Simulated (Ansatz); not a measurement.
**CH4FIOSi: a ladder of functionals and wavefunction methods**

The task here is to estimate one member of a computed series from the others.

Program: Ansatz 0.2.0, Gaussian basis. Level of theory: functionals in def2-TZVPP, the program's frozen cores in correlated methods. These are calculated values, not measurements.

Plan: PBE-D4, r2SCAN-D4, PBE0-D4, B3LYP-D4, ωB97X-V, ωB97M-V, B2PLYP; CCSD(T)/def2-TZVPP; MP2/def2-QZVPP; extrapolation to the limit.

## The geometry

The geometry comes from an earlier relaxation with PBE0-D4 in a triple-zeta def2 set; it is a stationary point, not always the lowest conformer. I takes the def2 core potential; no spin-orbit term is included.

SMILES `FC(I)O[SiH3]`, 9 atoms, charge 0, spin multiplicity 1.

Atoms are counted from 1 here; the program's logs count them from 0.

Bond lengths: F1–C2 1.358 Å, C2–I3 2.200 Å, C2–O4 1.335 Å, C2–H6 1.088 Å, O4–Si5 1.679 Å, Si5–H7 1.481 Å, Si5–H8 1.477 Å, Si5–H9 1.481 Å. Angles: F1–C2–I3 107.0°, F1–C2–O4 111.6°, F1–C2–H6 109.2°, I3–C2–O4 112.8°, I3–C2–H6 104.6°, O4–C2–H6 111.3°, C2–O4–Si5 126.9°, O4–Si5–H7 109.9°, O4–Si5–H8 103.8°, O4–Si5–H9 109.7°, H7–Si5–H8 111.8°, H7–Si5–H9 110.6°, H8–Si5–H9 110.9°.

Set-up of the first run:

The input, in.yaml:

```yaml
crystal:
  periodic: [false, false, false]
  atoms:
    - {symbol: F, position_ang: [1.374899, -0.236860, 1.253080]}
    - {symbol: C, position_ang: [1.271306, 0.417416, 0.067928]}
    - {symbol: I, position_ang: [2.115816, -0.906988, -1.472864]}
    - {symbol: O, position_ang: [0.009450, 0.770735, -0.188840]}
    - {symbol: Si, position_ang: [-1.364741, -0.168816, 0.026115]}
    - {symbol: H, position_ang: [1.930554, 1.283408, 0.077409]}
    - {symbol: H, position_ang: [-1.148548, -1.516029, -0.549236]}
    - {symbol: H, position_ang: [-2.415728, 0.574238, -0.699306]}
    - {symbol: H, position_ang: [-1.684607, -0.263402, 1.468614]}
basis:
  gaussian: {orbitals: def2-TZVPP}
hamiltonian: {xc: pbe, dispersion: d4}
output: {forces: true, orbitals: {seedname: orbitals}}
```

Run with:

```sh
ansatz run in.yaml --threads 4 --pin off --events-out ev --progress --plain --max-ram 10444MiB
```

Among the steps run: PBE-D4 (GGA); r2SCAN-D4 (meta-GGA); PBE0-D4 (hybrid); B3LYP-D4 (hybrid); ωB97X-V (range-separated); ωB97M-V (range-separated); B2PLYP (double hybrid); CCSD(T) in def2-TZVPP; MP2 in def2-QZVPP.

One table of the session follows, with a row left open; its other results are not shown here.

It belongs to the step «Atomisation energies». 

```
            method  atomisation energy (eV)
            PBE-D4                   31.653
         r2SCAN-D4                   31.110
           PBE0-D4                   30.821
          B3LYP-D4                   30.867
           ωB97X-V                   31.086
           ωB97M-V                   30.966
            B2PLYP                   30.540
     HF/def2-TZVPP                        ?
    MP2/def2-TZVPP                   30.901
   CCSD/def2-TZVPP                   29.518
CCSD(T)/def2-TZVPP                   30.111
           MP2/CBS                   31.907
       CCSD(T)/CBS                   31.117
```

Q: Estimate the row for HF/def2-TZVPP from the others.

The run gave: atomisation energy (eV): 21.526. In the column «atomisation energy (eV)» it is the lowest.

Caveats from the session: Free atoms (1 F, 1 C, 1 I, 1 O, 1 Si, 4 H) were run apart at each level; the atomisation energy is their sum less the molecule, without zero-point or spin-orbit terms.
